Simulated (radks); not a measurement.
# Ga in [Ar] 3d10 4s2 4d1: an all-electron calculation

Wanted: eigenvalues, radial structure and energy terms of neutral gallium.

Program: radks (a radial shooting solver on a logarithmic mesh, Libxc functionals) version 1. Level of theory: scalar-relativistic Kohn-Sham, PBEsol, spin-polarised, spherical densities, finite nucleus; open shells are filled with parallel spins first. These are calculated values, not measurements, unless marked.

## 1. What is computed

- element: gallium (Z = 31)
- charge: 0
- electrons: 31
- configuration: [Ar] 3d10 4s2 4d1
- nuclear rms radius: 3.9973 fm

Outer shells as boxes (Hund's rule):

Ga
```
[Ar] core
3d [↑↓][↑↓][↑↓][↑↓][↑↓]
4s [↑↓]
4d [↑ ][  ][  ][  ][  ]
```

## 2. Self-consistent calculation

Settings of this run:

```text
Z 31
configuration [Ar] 3d10 4s2 4d1
relativity scalar-relativistic
functional pbe_sol,pbe_sol
spin polarised
nucleus finite rms 3.9973 fm
c 137.035999084
```

Command:

```bash
$ python run_ks.py task.json out
```

The same process makes all the runs of this session.

Q: Predict the outcome of this run.

**Answer**, as computed:

| quantity | value |
| --- | --- |
| total energy | -1942.30229 hartree |
| exchange-correlation share of it | 3.80 % |
| −T/E | 1.0169 |
| highest occupied level | 4d up, -0.771 eV |
| most extended occupied level | 4d up, <r> = 9.33 bohr |
| radius at density 0.001 e/bohr³ | 3.85 bohr |
| maxima of the radial density | 4 |

What this shows: The radial density shows 4 maxima for 4 occupied principal shells. Relativity lifts −T/E to 1.017. This is not the tabulated ground configuration, so its levels and sizes aren't those of the ground state, and no measured value stands beside it.
